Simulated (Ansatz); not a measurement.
**P3Pb5ClO12 (Pyromorphite): a single-point run**

The task is a single point on P3Pb5ClO12 (Pyromorphite) that gives the gradients at the nuclei.

Method: DFT, PBE, plane-wave PAW, default files, scalar-relativistic, in Ansatz 0.2.0.

## 1. The starting structure

The structure is hexagonal, space group P6_3/m (No. 176). Conventional cell: a = 9.976 Å, b = 9.976 Å, c = 7.351 Å, α = 90.00°, β = 90.00°, γ = 120.00°. P (site symmetry m) has 4 O at 1.52 to 1.56 Å as nearest neighbours. Pb (site symmetry 3) has 9 O at 2.56 to 2.89 Å as nearest neighbours. Around Pb (site symmetry m) lie 6 O at 2.35 to 3.08 Å and 2 Cl at 3.11 Å. Cl (site symmetry -3) has 6 Pb at 3.11 Å as nearest neighbours. O (site symmetry m) is surrounded by 1 P at 1.56 Å. O (site symmetry m) is surrounded by 1 P at 1.55 Å. Around O (site symmetry 1) lie 1 P at 1.52 Å.

Coordinates:

```cif
data_structure
_symmetry_space_group_name_H-M 'P 1'
_symmetry_Int_Tables_number 1
_cell_length_a 9.9764
_cell_length_b 9.9764
_cell_length_c 7.3511
_cell_angle_alpha 90.000
_cell_angle_beta 90.000
_cell_angle_gamma 120.000
_cell_volume 633.62
loop_
_atom_site_label
_atom_site_type_symbol
_atom_site_fract_x
_atom_site_fract_y
_atom_site_fract_z
_atom_site_occupancy
P1 P 0.41040 0.37870 0.25000 1
P2 P 0.03170 0.41040 0.75000 1
P3 P 0.62130 0.03170 0.25000 1
P4 P 0.58960 0.62130 0.75000 1
P5 P 0.96830 0.58960 0.25000 1
P6 P 0.37870 0.96830 0.75000 1
Pb1 Pb 0.33333 0.66667 0.00480 1
Pb2 Pb 0.66667 0.33333 0.50480 1
Pb3 Pb 0.66667 0.33333 0.99520 1
Pb4 Pb 0.33333 0.66667 0.49520 1
Pb5 Pb 0.25429 0.00536 0.25000 1
Pb6 Pb 0.24893 0.25429 0.75000 1
Pb7 Pb 0.99464 0.24893 0.25000 1
Pb8 Pb 0.74571 0.99464 0.75000 1
Pb9 Pb 0.75107 0.74571 0.25000 1
Pb10 Pb 0.00536 0.75107 0.75000 1
Cl1 Cl 0.00000 0.00000 0.00000 1
Cl2 Cl 0.00000 0.00000 0.50000 1
O1 O 0.34300 0.49000 0.25000 1
O2 O 0.85300 0.34300 0.75000 1
O3 O 0.51000 0.85300 0.25000 1
O4 O 0.65700 0.51000 0.75000 1
O5 O 0.14700 0.65700 0.25000 1
O6 O 0.49000 0.14700 0.75000 1
O7 O 0.59000 0.47500 0.25000 1
O8 O 0.11500 0.59000 0.75000 1
O9 O 0.52500 0.11500 0.25000 1
O10 O 0.41000 0.52500 0.75000 1
O11 O 0.88500 0.41000 0.25000 1
O12 O 0.47500 0.88500 0.75000 1
O13 O 0.35900 0.27400 0.08400 1
O14 O 0.08500 0.35900 0.58400 1
O15 O 0.72600 0.08500 0.08400 1
O16 O 0.64100 0.72600 0.58400 1
O17 O 0.91500 0.64100 0.08400 1
O18 O 0.27400 0.91500 0.58400 1
O19 O 0.64100 0.72600 0.91600 1
O20 O 0.91500 0.64100 0.41600 1
O21 O 0.27400 0.91500 0.91600 1
O22 O 0.35900 0.27400 0.41600 1
O23 O 0.08500 0.35900 0.91600 1
O24 O 0.72600 0.08500 0.41600 1
```

## 2. The calculation

The input, input.yaml:

```yaml
crystal:
  lattice:
    - [9.9764, 0.0, 0.0]
    - [-4.9882, 8.6398158383, 0.0]
    - [0.0, 0.0, 7.3511]
  atoms:
    - { symbol: P, position: [0.4104, 0.3787, 0.25] }
    - { symbol: P, position: [0.0317, 0.4104, 0.75] }
    - { symbol: P, position: [0.6213, 0.0317, 0.25] }
    - { symbol: P, position: [0.5896, 0.6213, 0.75] }
    - { symbol: P, position: [0.9683, 0.5896, 0.25] }
    - { symbol: P, position: [0.3787, 0.9683, 0.75] }
    - { symbol: Pb, position: [0.3333333333, 0.6666666667, 0.0048] }
    - { symbol: Pb, position: [0.6666666667, 0.3333333333, 0.5048] }
    - { symbol: Pb, position: [0.6666666667, 0.3333333333, 0.9952] }
    - { symbol: Pb, position: [0.3333333333, 0.6666666667, 0.4952] }
    - { symbol: Pb, position: [0.25429, 0.00536, 0.25] }
    - { symbol: Pb, position: [0.24893, 0.25429, 0.75] }
    - { symbol: Pb, position: [0.99464, 0.24893, 0.25] }
    - { symbol: Pb, position: [0.74571, 0.99464, 0.75] }
    - { symbol: Pb, position: [0.75107, 0.74571, 0.25] }
    - { symbol: Pb, position: [0.00536, 0.75107, 0.75] }
    - { symbol: Cl, position: [0.0, 0.0, 0.0] }
    - { symbol: Cl, position: [0.0, 0.0, 0.5] }
    - { symbol: O, position: [0.343, 0.49, 0.25] }
    - { symbol: O, position: [0.853, 0.343, 0.75] }
    - { symbol: O, position: [0.51, 0.853, 0.25] }
    - { symbol: O, position: [0.657, 0.51, 0.75] }
    - { symbol: O, position: [0.147, 0.657, 0.25] }
    - { symbol: O, position: [0.49, 0.147, 0.75] }
    - { symbol: O, position: [0.59, 0.475, 0.25] }
    - { symbol: O, position: [0.115, 0.59, 0.75] }
    - { symbol: O, position: [0.525, 0.115, 0.25] }
    - { symbol: O, position: [0.41, 0.525, 0.75] }
    - { symbol: O, position: [0.885, 0.41, 0.25] }
    - { symbol: O, position: [0.475, 0.885, 0.75] }
    - { symbol: O, position: [0.359, 0.274, 0.084] }
    - { symbol: O, position: [0.085, 0.359, 0.584] }
    - { symbol: O, position: [0.726, 0.085, 0.084] }
    - { symbol: O, position: [0.641, 0.726, 0.584] }
    - { symbol: O, position: [0.915, 0.641, 0.084] }
    - { symbol: O, position: [0.274, 0.915, 0.584] }
    - { symbol: O, position: [0.641, 0.726, 0.916] }
    - { symbol: O, position: [0.915, 0.641, 0.416] }
    - { symbol: O, position: [0.274, 0.915, 0.916] }
    - { symbol: O, position: [0.359, 0.274, 0.416] }
    - { symbol: O, position: [0.085, 0.359, 0.916] }
    - { symbol: O, position: [0.726, 0.085, 0.416] }
kpoints:
  mp_grid: { grid: [3, 2, 4] }
scf:
  occupations: { method: fermi_dirac, width: 0.02 }
  max_iter: 100
hamiltonian:
  xc: pbe
  pseudopotentials: { kind: paw }
output:
  forces: true
  stress: true
  populations: true
  efg:
    quadrupole_moments_barn: { Cl: -0.08112, O: -0.02558 }
    contact_densities: true
```

The run is started by

```
$ ansatz run input.yaml --threads 1 --pin off --max-ram 3072MiB --backend cpu --events-out ev --progress --plain --runs-dir out
```

**Question.** How will this run end, and is anything wrong with its input?

The run converged and reported no error, with warnings (gradients without spin orbit, symmetry narrowed by mesh). Its log warns: «crystal.symmetry: narrowed to the stabiliser of the k-point mesh — unitary ops 12 → 4; excluded 8 operations that carry a point of the 3×2×4 mesh (shift [0, 0 ...»

The suspect setting: kpoints.mp_grid.grid is [3, 2, 4]. What could go wrong: uneven k-mesh. It still converged here, which does not make the setting sound.

To check: set kpoints.mp_grid.grid to [3, 3, 3].
